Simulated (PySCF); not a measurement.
**CH₉NOSi₂: electronic excitations and core binding energies**

What electronic excitations and core binding energies should CH₉NOSi₂ (`CN[SiH2]O[SiH3]`) show?

The runs use PySCF 2.14.0, with density-fitted response routines of our own; the level of theory stands in each step. All values are computed, except where a source is named. Atoms are numbered from 0 throughout.

## Step 1: Starting geometry

14 atoms, charge 0, multiplicity 1; geometry from: GFN2-xTB.

Bonds of the start (Å): C0–N1 1.44, N1–Si2 1.71, Si2–O3 1.62, O3–Si4 1.61, C0–H5 1.09, C0–H6 1.10, C0–H7 1.09, N1–H8 1.01, Si2–H9 1.46, Si2–H10 1.47, Si4–H11 1.46, Si4–H12 1.46, Si4–H13 1.46.

## Step 2: Ultraviolet spectrum: wB97X-D/def2-SVPD

Job settings and geometry (Å):

```
{"job": {"kind": "uv", "xc": "wB97X-D", "basis": "def2-SVPD", "nstates": 8, "ntriplets": 3}, "charge": 0, "multiplicity": 1}
C      2.505610    -0.347992     0.434853
N      1.094128    -0.456093     0.163980
Si     0.138680     0.836563    -0.429528
O     -1.364968     0.252662    -0.589411
Si    -2.819384    -0.202880    -0.058925
H      2.789192    -1.025147     1.243623
H      3.122123    -0.578893    -0.441340
H      2.723987     0.671979     0.741873
H      0.827137    -1.395590    -0.090773
H      0.175629     1.892525     0.581302
H      0.439135     1.331701    -1.777261
H     -3.437050    -0.833824    -1.222615
H     -2.660617    -1.143512     1.050854
H     -3.534280     0.998026     0.371202
```

Method: TDDFT wB97X-D/def2-SVPD, vertical, gas phase, core orbitals frozen in the response.

Launch:

```console
OMP_NUM_THREADS=1 python probes_run.py task.json out
```

One launch serves the whole session: the jobs run in the order shown.

Further steps of the session: X-ray photoelectron lines: SCAN, X2C.

**Question.** After this job, these run on its result: delta-SCF UKS SCAN, pcX-2 on the ionised atom, pcseg-1 elsewhere, spin-free X2C. Predict these results of the whole session: lowest singlet (wB97X-D/def2-SVPD); brightest single state of those computed; lowest triplet; Si1s binding energies, SCAN/pcX-2; Si2p binding energies, SCAN/pcX-2; C1s binding energies, SCAN/pcX-2; N1s binding energies, SCAN/pcX-2; O1s binding energies, SCAN/pcX-2.

As calculated:

```
                                quantity                        value
      lowest singlet (wB97X-D/def2-SVPD)  6.19 eV (200 nm), f = 0.004
brightest single state of those computed  state 8, 8.22 eV, f = 0.027
                          lowest triplet                      6.00 eV
       Si1s binding energies, SCAN/pcX-2  Si2 1847.18, Si4 1847.16 eV
       Si2p binding energies, SCAN/pcX-2    Si4 107.50, Si2 107.38 eV
        C1s binding energies, SCAN/pcX-2                 C0 291.64 eV
        N1s binding energies, SCAN/pcX-2                 N1 404.34 eV
        O1s binding energies, SCAN/pcX-2                 O3 537.70 eV
```

In words: The first singlet state (HOMO→LUMO+1 0.51, HOMO→LUMO 0.26) lies at 6.19 eV and is weak; of the 8 states computed, the strongest absorption comes from state 8 at 8.22 eV (the last computed, so partners may be missing). The lowest triplet lies 0.19 eV below the lowest singlet (triplets in Tamm-Dancoff, singlets in full TDDFT). The Si1s levels computed lie within 0.01 eV of one another, too close to rank. The Si2p levels kept as sound span 0.11 eV, from Si2 (silicon bonded to N, O, 2 H) up to Si4 (silicon bonded to O, 3 H).
